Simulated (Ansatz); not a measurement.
# CH₃AlOTe: a ladder of functionals and wavefunction methods

An exercise on one series of results from a longer session: the logs are not shown, and one member is left open.

The runs use Ansatz 0.2.0, Gaussian basis; functionals in def2-TZVPP, the program's frozen cores in correlated methods.

Plan: LDA (SPW92), PBE-D4, revPBE-D4, BLYP-D4, r2SCAN-D4, B97M-V, PBE0-D4, B3LYP-D4, r2SCANh-D4, r2SCAN0-D4, HSE06-D4, BHLYP-D4, CAM-B3LYP-D4, LC-ωPBE, ωB97X-V, ωB97M-V, B2PLYP, PBE-QIDH; CCSD(T)/def2-SVP; CCSD(T)/def2-TZVPP; MP2/def2-QZVPP; extrapolation to the limit; RPA on PBE.

### Structure used throughout

An earlier PBE0-D4 in a triple-zeta def2 set relaxation fixed the geometry. Te takes the def2 core potential; no spin-orbit term is included.

SMILES `[TeH][Al]1[CH2][O]1`, 7 atoms, charge 0, spin multiplicity 1.

Atoms are counted from 1 here; the program's logs count them from 0.

Bond lengths: Te1–Al2 2.503 Å, Te1–H5 1.660 Å, Al2–C3 1.883 Å, Al2–O4 1.708 Å, C3–O4 1.482 Å, C3–H6 1.090 Å, C3–H7 1.090 Å. Angles: Al2–Te1–H5 88.4°, Te1–Al2–C3 172.7°, Te1–Al2–O4 138.8°, C3–Al2–O4 48.4°, Al2–C3–O4 59.6°, Al2–C3–H6 123.2°, Al2–C3–H7 123.2°, O4–C3–H6 112.9°, O4–C3–H7 112.9°, H6–C3–H7 111.6°, Al2–O4–C3 71.9°.

The first run:

in.yaml

```yaml
crystal:
  periodic: [false, false, false]
  atoms:
    - {symbol: Te, position_ang: [-2.908930, 0.130585, -0.430255]}
    - {symbol: Al, position_ang: [-0.472522, -0.043234, 0.115705]}
    - {symbol: C, position_ang: [1.290577, -0.238404, 0.746025]}
    - {symbol: O, position_ang: [1.036835, 0.175752, -0.653654]}
    - {symbol: H, position_ang: [-2.483721, 0.582249, -1.969643]}
    - {symbol: H, position_ang: [1.794981, -1.202275, 0.817958]}
    - {symbol: H, position_ang: [1.804079, 0.527226, 1.328064]}
basis:
  gaussian: {orbitals: def2-TZVPP}
hamiltonian: {xc: lda}
output: {orbitals: {seedname: orbitals}}
```

Launch:

```console
> ansatz run in.yaml --threads 2 --pin off --events-out ev --progress --plain --max-ram 4352MiB
```

Among the steps run: LDA; PBE-D4 (GGA); revPBE-D4 (GGA); BLYP-D4 (GGA); r2SCAN-D4 (meta-GGA); B97M-V (meta-GGA); B3LYP-D4 (hybrid); r2SCANh-D4 (hybrid); r2SCAN0-D4 (hybrid); HSE06-D4 (hybrid); BHLYP-D4 (hybrid); CAM-B3LYP-D4 (range-separated); LC-ωPBE (range-separated); ωB97X-V (range-separated); ωB97M-V (range-separated); B2PLYP (double hybrid); PBE-QIDH (double hybrid).

One of the session's tables, all rows but one given; the rest of the session is left out.

It belongs to the step «Frontier levels by functional». 

| functional | HOMO (eV) | LUMO (eV) | gap (eV) |
| --- | --- | --- | --- |
| LDA (SPW92) | -5.48 | -2.50 | 2.98 |
| PBE-D4 | -5.30 | -2.26 | 3.04 |
| revPBE-D4 | -5.24 | -2.16 | 3.08 |
| BLYP-D4 | -5.17 | -2.17 | 3.00 |
| r2SCAN-D4 | -5.50 | -1.98 | 3.52 |
| B97M-V | -5.48 | -1.96 | 3.52 |
| PBE0-D4 | -6.49 | -1.49 | 5.01 |
| B3LYP-D4 | -6.29 | -1.71 | 4.57 |
| r2SCANh-D4 | ? | ? | ? |
| r2SCAN0-D4 | -6.64 | -1.33 | 5.30 |
| HSE06-D4 | -6.10 | -1.85 | 4.24 |
| BHLYP-D4 | -7.60 | -0.68 | 6.92 |
| CAM-B3LYP-D4 | -7.84 | -0.56 | 7.28 |
| LC-ωPBE | -9.16 | 0.55 | 9.71 |
| ωB97X-V | -8.81 | 0.44 | 9.25 |
| ωB97M-V | -8.70 | 0.16 | 8.87 |

Q: Estimate the row for r2SCANh-D4 from the others.

Worked estimate for «HOMO (eV)». Against the share of exact exchange, r2SCAN-D4 (0, -5.50), r2SCAN0-D4 (0.25, -6.64) give a slope of -4.56 per unit share; at 0.1 the line stands at -5.96.

**Answer.** HOMO (eV): -5.95; LUMO (eV): -1.72; gap (eV): 4.24. In «HOMO (eV)» the line misses by -0.01.
